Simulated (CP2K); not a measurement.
# HfRu3 (P-1) in CP2K: band structure with LDA

Aim: the band structure of HfRu3 with LDA.

All numbers are computed with CP2K 2026.2; they aren't measurements. Logs are shortened: lines on timing, memory, paths and dates and some standing lists are left out, and cuts for length are marked.

**1. The cell of the first run**

The typed cell holds 4 atoms: a = 4.030 Å, b = 3.952 Å, c = 3.891 Å, α = 89.42°, β = 87.79°, γ = 90.29°.

The cell comes from a database or a generator and needn't be the stable form of this composition.

**2. Band structure, LDA (cell strained at random at fixed volume)**

hfru3_bands.inp reads:

```
&GLOBAL
  PROJECT hfru3_bands
  RUN_TYPE ENERGY_FORCE
  PRINT_LEVEL LOW
&END GLOBAL
&FORCE_EVAL
  METHOD QS
  STRESS_TENSOR ANALYTICAL
  &DFT
    BASIS_SET_FILE_NAME BASIS_MOLOPT_UZH
    POTENTIAL_FILE_NAME GTH_POTENTIALS
    &MGRID
      CUTOFF 450
      REL_CUTOFF 60
      NGRIDS 5
    &END MGRID
    &QS
      METHOD GPW
      EPS_DEFAULT 1.0E-10
    &END QS
    &KPOINTS
      SCHEME MONKHORST-PACK 7 7 7
      GAMMA_CENTERED T
      SYMMETRY T
      SYMMETRY_BACKEND SPGLIB
    &END KPOINTS
    &SCF
      SCF_GUESS ATOMIC
      EPS_SCF 1.0E-6
      MAX_SCF 100
      ADDED_MOS 26
      CHOLESKY OFF
      EPS_EIGVAL 1.0E-7
      &DIAGONALIZATION ON
        ALGORITHM STANDARD
      &END DIAGONALIZATION
      &MIXING ON
        METHOD BROYDEN_MIXING
        ALPHA 0.4
        BETA 1.5
        NBUFFER 8
      &END MIXING
      &SMEAR ON
        METHOD METHFESSEL_PAXTON
        SIGMA [eV] 0.1
      &END SMEAR
    &END SCF
    &XC
      &XC_FUNCTIONAL
        &LDA_X
        &END LDA_X
        &LDA_C_PW
        &END LDA_C_PW
      &END XC_FUNCTIONAL
    &END XC
    &PRINT
      &KPOINTS ON
      &END KPOINTS
      &MULLIKEN ON
      &END MULLIKEN
      &MO ON
        ENERGIES T
        OCCUPATION_NUMBERS T
        &EACH
          QS_SCF 0
        &END EACH
        ADD_LAST NUMERIC
      &END MO
      &LOWDIN ON
      &END LOWDIN
      &HIRSHFELD ON
        SHAPE_FUNCTION DENSITY
      &END HIRSHFELD
      &BAND_STRUCTURE
        FILE_NAME bands.bs
        ADDED_MOS 6
        &KPOINT_SET
          UNITS B_VECTOR
          NPOINTS 8
          SPECIAL_POINT X -0.50000000 0.00000000 0.00000000
          SPECIAL_POINT GAMMA 0.00000000 0.00000000 0.00000000
          SPECIAL_POINT Y 0.00000000 0.50000000 0.00000000
        &END KPOINT_SET
        &KPOINT_SET
          UNITS B_VECTOR
          NPOINTS 8
          SPECIAL_POINT L -0.50000000 0.50000000 0.00000000
          SPECIAL_POINT GAMMA 0.00000000 0.00000000 0.00000000
          SPECIAL_POINT Z 0.00000000 -0.50000000 -0.50000000
        &END KPOINT_SET
        &KPOINT_SET
          UNITS B_VECTOR
          NPOINTS 8
          SPECIAL_POINT N -0.50000000 -0.50000000 -0.50000000
          SPECIAL_POINT GAMMA 0.00000000 0.00000000 0.00000000
          SPECIAL_POINT M 0.00000000 0.00000000 -0.50000000
        &END KPOINT_SET
        &KPOINT_SET
          UNITS B_VECTOR
          NPOINTS 8
          SPECIAL_POINT R -0.50000000 0.00000000 -0.50000000
          SPECIAL_POINT GAMMA 0.00000000 0.00000000 0.00000000
        &END KPOINT_SET
      &END BAND_STRUCTURE
    &END PRINT
  &END DFT
  &SUBSYS
    &CELL
      ABC 4.0295755265 3.9515242005 3.8906495275
      ALPHA_BETA_GAMMA 89.4153527590 87.7901295225 90.2861407382
      PERIODIC XYZ
    &END CELL
    &COORD
      SCALED
      Hf  0.0000000000 0.0000000000 0.0000000000
      Ru  0.0000000000 0.5000000000 0.5000000000
      Ru  0.5000000000 0.0000000000 0.5000000000
      Ru  0.5000000000 0.5000000000 0.0000000000
    &END COORD
    &KIND Hf
      BASIS_SET TZVP-MOLOPT-PBE-GTH-q12
      POTENTIAL GTH-PADE-q12
    &END KIND
    &KIND Ru
      BASIS_SET TZVP-MOLOPT-PBE-GTH-q16
      POTENTIAL GTH-PADE-q16
    &END KIND
    &PRINT
      &ATOMIC_COORDINATES ON
      &END ATOMIC_COORDINATES
      &CELL ON
      &END CELL
    &END PRINT
  &END SUBSYS
  &PRINT
    &FORCES ON
    &END FORCES
    &STRESS_TENSOR ON
    &END STRESS_TENSOR
  &END PRINT
&END FORCE_EVAL
```

Potentials or basis: GTH_POTENTIALS Hf GTH-PADE-q12, Ru GTH-PADE-q16; TZVP-MOLOPT-PBE-GTH basis.

Command:

```sh
> OMP_NUM_THREADS=1 cp2k.psmp -i hfru3_bands.inp -o hfru3_bands.out
```

hfru3_bands.out:

```text

 CP2K| version string:                                       CP2K version 2026.2
 CP2K| Input file name                                           hfru3_bands.inp

 GLOBAL| Force Environment number                                              1
 GLOBAL| Basis set file name                                    BASIS_MOLOPT_UZH
 GLOBAL| Potential file name                                      GTH_POTENTIALS
 GLOBAL| MM Potential file name                                     MM_POTENTIAL
 GLOBAL| Coordinate file name                                      __STD_INPUT__
 GLOBAL| Method name                                                        CP2K
 GLOBAL| Project name                                                hfru3_bands
 GLOBAL| Run type                                                   ENERGY_FORCE
 GLOBAL| FFT library                                                       FFTW3
[... 6 lines left out ...]
 GLOBAL| Total number of message passing processes                             1
 GLOBAL| Number of threads for this process                                    1
 GLOBAL| CPU model name                          AMD EPYC 9R45 96-Core Processor

 CELL| Volume [angstrom^3]:                                            61.900481
 CELL| Vector a [angstrom]:       4.030     0.000     0.000   |a| =     4.029576
 CELL| Vector b [angstrom]:      -0.020     3.951     0.000   |b| =     3.951524
 CELL| Vector c [angstrom]:       0.150     0.040     3.888   |c| =     3.890650
 CELL| Angle (b,c), alpha [degree]:                                    89.415353
 CELL| Angle (a,c), beta  [degree]:                                    87.790130
 CELL| Angle (a,b), gamma [degree]:                                    90.286141
 CELL| Numerically orthorhombic:                                              NO
 CELL| Periodicity                                                           XYZ

 CELL_REF| Volume [angstrom^3]:                                        61.900481
 CELL_REF| Vector a [angstrom     4.030     0.000     0.000   |a| =     4.029576
 CELL_REF| Vector b [angstrom    -0.020     3.951     0.000   |b| =     3.951524
 CELL_REF| Vector c [angstrom     0.150     0.040     3.888   |c| =     3.890650
 CELL_REF| Angle (b,c), alpha [degree]:                                89.415353
 CELL_REF| Angle (a,c), beta  [degree]:                                87.790130
 CELL_REF| Angle (a,b), gamma [degree]:                                90.286141
 CELL_REF| Numerically orthorhombic:                                          NO
 CELL_REF| Periodicity                                                       XYZ
[... 9 lines left out ...]
 TOTAL NUMBERS AND MAXIMUM NUMBERS

  Total number of            - Atomic kinds:                                   2
                             - Atoms:                                          4
                             - Shell sets:                                     4
                             - Shells:                                        44
                             - Primitive Cartesian functions:                 26
                             - Cartesian basis functions:                    164
                             - Spherical basis functions:                    140

  Maximum angular momentum of- Orbital basis functions:                        3
                             - Local part of the GTH pseudopotential:          2
                             - Non-local part of the GTH pseudopotential:      4

 MODULE QUICKSTEP: ATOMIC COORDINATES IN ANGSTROM

   Atom Kind Element         X             Y             Z       Z(eff)     Mass
      1    1 Hf   72      0.000000      0.000000      0.000000  12.0000 178.4900
      2    2 Ru   44      0.065145      1.995962      1.943773  16.0000 101.0700
      3    2 Ru   44      2.089799      0.020225      1.943773  16.0000 101.0700
      4    2 Ru   44      2.004921      1.975737      0.000000  16.0000 101.0700

 SCF PARAMETERS         Density guess:                                    ATOMIC
                        --------------------------------------------------------
                        max_scf:                                             100
[... 7 lines left out ...]
                        --------------------------------------------------------
                        level_shift [a.u.]:                             0.000000
                        added MOs                                        26    0
                        --------------------------------------------------------
                        Mixing method:                            BROYDEN_MIXING
                                                charge density mixing in g-space
                        --------------------------------------------------------
                        Smear method:                          METHFESSEL_PAXTON
                        Smearing width (sigma) [a.u.]:                  3.67E-03
                        Accuracy threshold:                             1.00E-10
[... 290 lines left out ...]
 MO| E(Fermi):            0.547291 a.u.         14.892554 eV
 MO| Band gap:            0.024632 a.u.          0.670262 eV

 MO| EIGENVALUES AND OCCUPATION NUMBERS FOR K POINT 4
 MO|
 MO|  Index      Eigenvalue [a.u.]        Eigenvalue [eV]             Occupation
 MO|      1              -2.090537             -56.886416               2.000000
 MO|      2              -2.088378             -56.827658               2.000000
 MO|      3              -2.088314             -56.825909               2.000000
 MO|      4              -1.687584             -45.921483               2.000000
 MO|      5              -1.002411             -27.276985               2.000000
 MO|      6              -0.998940             -27.182552               2.000000
[... 110 lines left out ...]
 MO|     55               1.405770              38.252950               0.000000
 MO|     56               1.452951              39.536820               0.000000
 MO| Sum:                                                              64.010570
 MO| E(Fermi):            0.547291 a.u.         14.892554 eV
 MO| Band gap:            0.021248 a.u.          0.578193 eV

 MO| EIGENVALUES AND OCCUPATION NUMBERS FOR K POINT 6
 MO|
 MO|  Index      Eigenvalue [a.u.]        Eigenvalue [eV]             Occupation
 MO|      1              -2.091085             -56.901309               2.000000
 MO|      2              -2.089799             -56.866332               2.000000
 MO|      3              -2.089762             -56.865319               2.000000
 MO|      4              -1.688105             -45.935686               2.000000
 MO|      5              -1.008033             -27.429964               2.000000
 MO|      6              -0.999294             -27.192165               2.000000
[... 544 lines left out ...]
 MO|     55               1.387329              37.751149               0.000000
 MO|     56               1.400314              38.104488               0.000000
 MO| Sum:                                                              62.033097
 MO| E(Fermi):            0.547291 a.u.         14.892554 eV

 [... the levels of further k-points ...]

 !-----------------------------------------------------------------------------!
                     Mulliken Population Analysis

 #  Atom  Element  Kind  Atomic population                           Net charge
       1     Hf       1         20.118490                             -8.118490
       2     Ru       2         13.225348                              2.774652
       3     Ru       2         13.297392                              2.702608
       4     Ru       2         13.358770                              2.641230
 # Total charge                             60.000000                  0.000000

 !-----------------------------------------------------------------------------!

 !-----------------------------------------------------------------------------!
                           Hirshfeld Charges

  #Atom  Element  Kind  Ref Charge     Population                    Net charge
      1       Hf     1      12.000         12.021                        -0.021
      2       Ru     2      16.000         15.996                         0.004
      3       Ru     2      16.000         15.994                         0.006
      4       Ru     2      16.000         15.989                         0.011

  Total Charge                                                           -0.000
 !-----------------------------------------------------------------------------!

 LOWDIN POPULATION ANALYSIS

 #  Atom  Element  Kind  Atomic population                           Net charge
       1     Hf       1         11.734756                              0.265244
       2     Ru       2         16.086924                             -0.086924
       3     Ru       2         16.090631                             -0.090631
       4     Ru       2         16.087690                             -0.087690
 # Total charge                             60.000000                 -0.000000

 KPOINTS| Band Structure Calculation
 KPOINTS| Number of k-point sets                                               4
 KPOINTS| Number of added MOs/bands                                            6
 KPOINTS| Number of k-points in set    1                                      17
 KPOINTS| In units of b-vector [2pi/Bohr]
 KPOINTS| Special point     1           X    -0.500000     0.000000     0.000000
 KPOINTS| Special point     2       GAMMA     0.000000     0.000000     0.000000
 KPOINTS| Special point     3           Y     0.000000     0.500000     0.000000
 KPOINTS| Number of k-points in set    2                                      17
 KPOINTS| In units of b-vector [2pi/Bohr]
 KPOINTS| Special point     1           L    -0.500000     0.500000     0.000000
 KPOINTS| Special point     2       GAMMA     0.000000     0.000000     0.000000
 KPOINTS| Special point     3           Z     0.000000    -0.500000    -0.500000
 KPOINTS| Number of k-points in set    3                                      17
 KPOINTS| In units of b-vector [2pi/Bohr]
 KPOINTS| Special point     1           N    -0.500000    -0.500000    -0.500000
 KPOINTS| Special point     2       GAMMA     0.000000     0.000000     0.000000
 KPOINTS| Special point     3           M     0.000000     0.000000    -0.500000
 KPOINTS| Number of k-points in set    4                                       9
 KPOINTS| In units of b-vector [2pi/Bohr]
 KPOINTS| Special point     1           R    -0.500000     0.000000    -0.500000
 KPOINTS| Special point     2       GAMMA     0.000000     0.000000     0.000000

 ENERGY| Total FORCE_EVAL ( QS ) energy [hartree]           -334.166894754353791

 FORCES| Atomic forces [hartree/bohr]
 FORCES|   Atom     x               y               z               |f|
 FORCES|      1  4.83723210E-13 -4.44163576E-15  6.60131204E-13   8.18401539E-13
 FORCES|      2  8.81907890E-16 -1.62636334E-13 -9.83374954E-14   1.90056881E-13
 FORCES|      3 -6.57620787E-13  1.70346870E-14 -4.93971568E-14   6.59693383E-13
 FORCES|      4 -3.38231936E-14 -1.09619164E-13  1.21220352E-13   1.66897403E-13
 FORCES| Sum    -2.06838863E-13 -2.59662446E-13  6.33616904E-13
 FORCES| Total atomic force                                       7.15316211E-13

 STRESS| Analytical stress tensor [bar]
 STRESS|                        x                   y                   z
 STRESS|      x       -1.70722007995E+05   4.52608550094E+03  -5.05317678091E+04
 STRESS|      y        4.52608550094E+03  -1.32523194121E+05  -1.15141343269E+04
 STRESS|      z       -5.05317678091E+04  -1.15141343269E+04  -1.20483160581E+05
 STRESS| 1/3 Trace                                            -1.41242787566E+05
 STRESS| Determinant                                          -2.35712531538E+15

 STRESS| Eigenvectors and eigenvalues of the analytical stress tensor [bar]
 STRESS|                        1                   2                   3
 STRESS| Eigenvalues  -2.02105488263E+05  -1.35637390872E+05  -8.59854835629E+04
 STRESS|      x           0.847744085642     -0.160845404767     -0.505429244331
 STRESS|      y           0.032461553906      0.966858325628     -0.253241437528
 STRESS|      z           0.529411194420      0.198276912243      0.824869718982
```

Wall time 3 min (1 thread of AMD EPYC 9R45 (Zen 5), shared host); peak memory 0.94 GiB.

What came out:

```yaml
Free_energy: -9093.1436 eV
Pressure: -14.1 GPa
Band_gap_on_the_k_mesh: none (metal or under the smearing width)
Mulliken_charges: Hf -8.12; Ru +2.77, +2.70, +2.64 e
Hirshfeld_charges: Hf -0.02; Ru +0.00, +0.01 e
```

Levels at the corners of the path, in eV from the Fermi level:
```csv
point,band 26,band 27,band 28,band 29,band 30,band 31
X,-2.10,-1.06,-0.76,-0.23,-0.19,-0.09
Γ,-1.01,0.51,0.83,1.76,2.16,2.29
Y,-2.02,-0.88,-0.60,-0.39,-0.17,-0.05
L,-2.11,-2.04,-0.99,-0.80,-0.77,-0.71
Γ,-1.01,0.51,0.83,1.76,2.16,2.29
Z,-2.17,-2.03,-0.95,-0.73,-0.73,-0.60
N,-1.13,-0.99,-0.64,0.87,1.57,1.66
Γ,-1.01,0.51,0.83,1.76,2.16,2.29
M,-2.14,-0.73,-0.50,-0.31,-0.25,-0.13
R,-2.13,-2.04,-0.98,-0.95,-0.76,-0.47
Γ,-1.01,0.51,0.83,1.76,2.16,2.29
```

Caveat: Mulliken charges move with the basis; spin-orbit coupling is left out, which moves the levels of the heavy elements; the basis of atomic orbitals isn't converged, which shifts pressures, moduli and gaps.
